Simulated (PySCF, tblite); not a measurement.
**C₄H₂BFN radical: geometry, infrared bands and EPR parameters**

Wanted: the infrared bands and EPR parameters of C₄H₂BFN radical (`N#CB(F)C1=[C]C1`), by calculation.

The runs use tblite 0.8.0 and PySCF 2.14.0, with density-fitted response routines of our own; the level of theory stands in each step. All values are computed, except where a source is named. Atoms count from 0, in the outputs and in this text.

### Step 1. Starting geometry

9 atoms, charge 0, multiplicity 2; geometry from: force field or distance geometry start.

Bonds of the start (Å): N0–C1 1.17, C1–B2 1.51, B2–F3 1.46, B2–C4 1.57, C4–C5 1.46, C5–C6 1.40, C6–C4 1.39, C6–H7 1.11, C6–H8 1.11.

### Step 2. Optimising the geometry with GFN2-xTB

The job: settings as JSON, then the geometry in Å.

```
{"job": {"kind": "relax", "xc": "GFN2-xTB", "basis": "xTB"}, "charge": 0, "multiplicity": 2}
N      2.671600    -0.448300     1.481900
C      1.938400     0.069800     0.724600
B      0.998200     0.738100    -0.254200
F      1.447200     1.860000    -1.066700
C     -0.478600     0.228300    -0.394100
C     -1.795900     0.313500    -1.015700
C     -1.503400    -0.646200    -0.042400
H     -1.916600    -0.429700     0.970200
H     -1.347300    -1.679500    -0.428800
```

Launch:

```
$ OMP_NUM_THREADS=1 python probes_run.py task.json out
```

One launch serves the whole session: the jobs run in the order shown.

Standard output:

```text
step      E/eV     max force
  0    -495.58128    5.354
  1    -496.06689   10.498
  2    -496.54212    5.299
  3    -496.99619    2.963
  4    -497.02493    1.727
  5    -497.09867    0.610
  6    -497.12297    0.458
  7    -497.14561    0.442
  8    -497.15604    0.347
  9    -497.16067    0.206
 10    -497.16321    0.138
 11    -497.16492    0.128
 12    -497.16651    0.108
 13    -497.16750    0.096
 14    -497.16796    0.064
 15    -497.16817    0.051
 16    -497.16836    0.045
 17    -497.16856    0.044
 18    -497.16874    0.039
 19    -497.16896    0.051
 20    -497.16934    0.065
 21    -497.16990    0.089
 22    -497.17045    0.075
 23    -497.17075    0.037
 24    -497.17085    0.039
 25    -497.17097    0.045
 26    -497.17125    0.087
 27    -497.17175    0.122
 28    -497.17246    0.121
 29    -497.17301    0.067
 30    -497.17328    0.063
 31    -497.17342    0.058
 32    -497.17354    0.037
 33    -497.17361    0.025
 34    -497.17363    0.017
 35    -497.17364    0.006
```

Wall time 0.15 s (1 thread of Arm Neoverse V1, shared host).

Step by step: (not every step is listed)

```
step  energy from step 0 (eV)  largest force (eV/Å)
   0                   0.0000                5.3541
   1                  -0.4856               10.4976
   2                  -0.9608                5.2987
   3                  -1.4149                2.9634
   4                  -1.4436                1.7272
   5                  -1.5174                0.6104
   6                  -1.5417                0.4584
   7                  -1.5643                0.4420
   8                  -1.5748                0.3470
  10                  -1.5819                0.1383
  12                  -1.5852                0.1076
  14                  -1.5867                0.0635
  16                  -1.5871                0.0449
  18                  -1.5875                0.0385
  20                  -1.5881                0.0651
  22                  -1.5892                0.0748
  24                  -1.5896                0.0385
  26                  -1.5900                0.0866
  28                  -1.5912                0.1213
  30                  -1.5920                0.0629
  31                  -1.5921                0.0576
  32                  -1.5923                0.0372
  33                  -1.5923                0.0248
  34                  -1.5924                0.0174
  35                  -1.5924                0.0059
```

Distances of close pairs at the start and the end, largest changes first:

```
 bond  before (Å)  after (Å)  change (Å)
C4–C6       1.392      1.607      +0.214
C4–C5       1.459      1.305      -0.154
B2–F3       1.456      1.319      -0.137
B2–C4       1.569      1.505      -0.063
C5–C6       1.398      1.460      +0.062
C6–H7       1.115      1.082      -0.033
C6–H8       1.114      1.082      -0.032
N0–C1       1.175      1.147      -0.028
```

The next job starts from the end point, and lists it.

### Step 3. Vibrational analysis with GFN2-xTB

The job: settings as JSON, then the geometry in Å.

```
{"job": {"kind": "ir", "xc": "GFN2-xTB", "basis": "xTB"}, "charge": 0, "multiplicity": 2}
N      2.469587    -0.506392     1.452056
C      1.862838     0.085444     0.679976
B      0.989531     0.835370    -0.342452
F      1.506538     1.839488    -1.024249
C     -0.436675     0.392018    -0.530549
C     -1.657801     0.350372    -0.989681
C     -1.485522    -0.697400     0.012640
H     -1.882892    -0.566500     1.010257
H     -1.352042    -1.726407    -0.293178
```

Standard output:

```text
mode    cm-1     km/mol
  1      51.8      4.63
  2      80.2      6.03
  3     166.1     13.39
  4     196.5      1.38
  5     266.5     11.22
  6     368.1      7.65
  7     477.6      1.77
  8     557.7      4.73
  9     558.5     50.85
 10     721.8      1.45
 11     779.4     16.97
 12     954.7     40.13
 13     982.3      1.87
 14    1084.1     43.59
 15    1157.4     53.66
 16    1272.0    403.65
 17    1424.0      6.93
 18    1797.0    133.79
 19    2352.6     45.65
 20    3047.9     14.18
 21    3052.7     17.09
```

Run time: 0.17 s. Hardware: 1 thread of Arm Neoverse V1, shared host.

Which atoms move in the most intense modes:

```
cm⁻¹  km/mol                      atoms
 558    50.9  B2 63 %, C1 20 %, C4 11 %
 955    40.1  H7 39 %, H8 39 %, C6 19 %
1084    43.6           B2 68 %, C5 15 %
1157    53.7           C6 43 %, C5 37 %
1272   403.6           B2 72 %, F3 24 %
1797   133.8           C4 56 %, C5 38 %
2353    45.6           C1 58 %, N0 42 %
3053    17.1           H8 49 %, H7 41 %
```

### Step 4. EPR parameters: B3LYP/pcH-1

Same as in step 3 but for these lines:

```diff
@@ -1,2 +1,2 @@
-{"job": {"kind": "ir", "xc": "GFN2-xTB", "basis": "xTB"}, "charge": 0, "multiplicity": 2}
+{"job": {"kind": "epr", "basis": "pcH-1"}, "charge": 0, "multiplicity": 2}
 N      2.469587    -0.506392     1.452056
```

Method: UKS B3LYP, pcH-1 on B C F H N, non-relativistic, mean-field spin-orbit, GIAO.

Standard output:

```text
UKS, coarse grid
  cycle   1  E = -332.91894232  |g| = 4.05e-01
  cycle   2  E = -332.75170042  |g| = 7.91e-01
  cycle   3  E = -332.97477599  |g| = 1.38e-01
  cycle   4  E = -332.98119556  |g| = 6.65e-02
  cycle   5  E = -332.98292307  |g| = 1.77e-02
  cycle   6  E = -332.98307718  |g| = 7.03e-03
  cycle   7  E = -332.98310578  |g| = 3.83e-03
  cycle   8  E = -332.98311926  |g| = 1.58e-03
  cycle   9  E = -332.98312458  |g| = 7.32e-04
UKS, final grid
  cycle   1  E = -332.98309473  |g| = 7.93e-04
  cycle   2  E = -332.98309468  |g| = 1.38e-03
  cycle   3  E = -332.98309552  |g| = 3.92e-04
  cycle   4  E = -332.98309566  |g| = 2.14e-04
  cycle   5  E = -332.98309583  |g| = 1.77e-04
  cycle   6  E = -332.98309586  |g| = 4.56e-05
  cycle   7  E = -332.98309586  |g| = 1.04e-05
E = -332.98309586 Eh   <S^2> = 0.7574 (exact 0.7500)
g shifts (ppm)      1          2          3
  rmc          -162       -162       -162
  gc             10         19        -16
  oz_so       -1288        196       2057
  total       -1441         53       1878
hyperfine (MHz)  atom isotope    a_iso     a_fc   dipolar eigenvalues
    0   14N       0.08       0.08     -0.74     -0.08      0.82
    1   13C       3.69       3.69     -0.68     -0.22      0.90
    2   11B       5.92       5.92     -2.91     -0.07      2.98
    3   19F      31.35      31.35    -23.77     -6.69     30.46
    4   13C      17.22      17.22    -25.82     -9.01     34.83
    5   13C     460.25     460.25    -56.70    -38.80     95.51
    6   13C      29.76      29.76    -30.69    -28.65     59.34
    7    1H     -14.21     -14.21    -14.30     -3.61     17.91
    8    1H     -14.20     -14.20    -14.31     -3.61     17.92
```

Wall time 29 s (1 thread of Arm Neoverse V1, shared host); peak memory 0.68 GiB.

Principal g values 2.00088, 2.00237, 2.00420; g(iso) = 2.00248, against 2.00232 for a free electron.

Mean a(iso) over the nuclei that a row names, and the largest dipolar term of the row (other rows stand at the frozen geometry):

```
nuclei  isotope  a(iso) (MHz)  a(iso) (G, at g = 2.0023)  largest dipolar term (MHz)
    C5      13C         460.3                      164.2                        95.5
    F3      19F          31.4                       11.2                        30.5
    C6      13C          29.8                       10.6                        59.3
    C4      13C          17.2                        6.1                        34.8
H7, H8       1H         -14.2                       -5.1                        17.9
    B2      11B           5.9                        2.1                         3.0
    C1      13C           3.7                        1.3                         0.9
    N0      14N           0.1                        0.0                         0.8
```

Mulliken spin populations:

```
atom  value (e)
  N0       0.00
  C1       0.00
  B2      -0.01
  F3       0.00
  C4       0.07
  C5       0.66
  C6       0.30
  H7      -0.01
  H8      -0.01
```

In first order the couplings over 0.8 MHz of 19F, 1H, 11B give 24 distinct lines over 27.7 G, if the averaged nuclei exchange fast; the same motion can average rows kept apart here too.

The fields below are evaluated on a grid from the run's orbitals.

ELF in a plane through or near 7 of the atoms.

Ten even steps from '0' (0.00) to '9' (0.96):
```
0000000000000000000000000000
0000000000000000000000000000
0000024432000000000000000000
0000478876210000000000000000
0003899998530000000000000000
0013898567531000000000000000
0013785358751000112100000000
0002468876761002455521000000
0001357666661025654642000000
0000246656971357828253100000
0000001378218933768975100000
0000000132958964766986200000
0000015688318835936598410000
0000138944732457855999620000
0000137867740023689999620000
0000014688630001468987300000
0000000122210000024432000000
0000000000000000000000000000
0000000000000000000000000000
0000000000000000000000000000
```
The map spans 9.8 Å across and 8.7 Å up, centred on the molecule. Atoms in the plane (x, y in Å): N0 (-2.3, 1.8), C1 (-1.9, 0.7), B2 (-1.2, -0.7), F3 (-1.9, -1.8), C4 (0.3, -0.7), C5 (1.6, -1.2), C6 (1.6, 0.3).

On the surface of density 0.002 e/bohr³ the electrostatic potential runs, from the 1st to the 99th percentile, from -1.44 V near N0 to 1.93 V near B2.

The spin density lies nearest to C5 58 %; C6 21 %; C4 12 %.

### Step 5. Results

| quantity | value |
| --- | --- |
| strongest single infrared mode (GFN2-xTB) | 1272 cm⁻¹, 404 km/mol |
| zero-point energy (GFN2-xTB) | 30.5 kcal/mol |
| g(iso) (B3LYP) | 2.00248 |
| ⟨S²⟩ | 0.757 (exact 0.75) |
| largest a(iso) (averaged by class) | 13C on C5, 460.3 MHz |
| potential on the surface of density 0.002 e/bohr³, 1st and 99th percentile | -1.44 V and 1.93 V |

In words: The optimisation took 35 steps and gained 1.592 eV; among the close pairs (by a distance rule), C4–C6 changed most, from 1.392 to 1.607 Å. All 21 modes are real, so the xTB geometry is a minimum. The strongest single mode, at 1272 cm⁻¹, moves mainly B2. Unscaled tight-binding wavenumbers are off by several per cent, some by more. Its intensities can rank the bands wrongly. C5 carries the largest spin population, 0.66 e. The isotropic g lies 0.2 ppt above the free-electron value. The conformer search found further structures of the same energy, which may be mirror or relabelled copies of this one.
